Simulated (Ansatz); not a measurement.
# CH3AlFNS: small, medium and large basis sets

The task here is to estimate one member of a computed series from the others.

The runs use Ansatz 0.2.0, Gaussian basis; one geometry, several basis sets.

Levels to be run: PBE0-D4/def2-SVP; ωB97M-V/def2-SVP; PBE0-D4/def2-QZVPP; ωB97M-V/def2-QZVPP; the functionals' def2-TZVPP values are taken from earlier runs.

## The geometry

The geometry comes from an earlier relaxation with PBE0-D4 in a triple-zeta def2 set; it is a stationary point, not always the lowest conformer.

SMILES `F[CH]1[NH][Al]1[SH]`, 8 atoms, charge 0, spin multiplicity 1.

Atoms are counted from 1 here; the program's logs count them from 0.

Bond lengths: F1–C2 1.395 Å, C2–N3 1.448 Å, C2–Al4 1.922 Å, C2–H6 1.092 Å, N3–Al4 1.734 Å, N3–H7 1.009 Å, Al4–S5 2.165 Å, S5–H8 1.346 Å. Angles: F1–C2–N3 113.6°, F1–C2–Al4 121.1°, F1–C2–H6 105.8°, N3–C2–Al4 60.0°, N3–C2–H6 116.9°, Al4–C2–H6 130.1°, C2–N3–Al4 73.7°, C2–N3–H7 121.0°, Al4–N3–H7 165.2°, C2–Al4–N3 46.3°, C2–Al4–S5 170.1°, N3–Al4–S5 143.4°, Al4–S5–H8 91.9°.

The first run:

File in.yaml:

```yaml
crystal:
  periodic: [false, false, false]
  atoms:
    - {symbol: F, position_ang: [0.023133, 1.401600, 1.720484]}
    - {symbol: C, position_ang: [0.355955, 1.039304, 0.415300]}
    - {symbol: N, position_ang: [1.177344, -0.150596, 0.335449]}
    - {symbol: Al, position_ang: [-0.347244, -0.562243, -0.380139]}
    - {symbol: S, position_ang: [-1.466365, -2.187218, -1.270618]}
    - {symbol: H, position_ang: [0.750270, 1.943163, -0.053044]}
    - {symbol: H, position_ang: [2.130766, -0.146440, 0.665275]}
    - {symbol: H, position_ang: [-2.531758, -1.394770, -1.488606]}
basis:
  gaussian: {orbitals: def2-SVP}
hamiltonian: {xc: pbe0, dispersion: d4}
output: {orbitals: {seedname: orbitals}}
```

On the command line:

```
$ ansatz run in.yaml --threads 2 --pin off --events-out ev --progress --plain --max-ram 4352MiB
```

Among the steps run: PBE0-D4 in def2-SVP; ωB97M-V in def2-SVP; PBE0-D4 in def2-QZVPP; ωB97M-V in def2-QZVPP.

One of the session's tables, all rows but one given; the rest of the session is left out.

It belongs to the step «Density functionals: the series». 

| functional | basis | HOMO (eV) |
| --- | --- | --- |
| PBE0-D4 | def2-SVP | ? |
| PBE0-D4 | def2-TZVPP | -6.83 |
| PBE0-D4 | def2-QZVPP | -6.87 |
| ωB97M-V | def2-SVP | -8.88 |
| ωB97M-V | def2-TZVPP | -9.01 |
| ωB97M-V | def2-QZVPP | -9.06 |

**Question.** Estimate the row for PBE0-D4, def2-SVP.

The run gave: HOMO (eV): -6.73. In the column «HOMO (eV)» it is the highest.
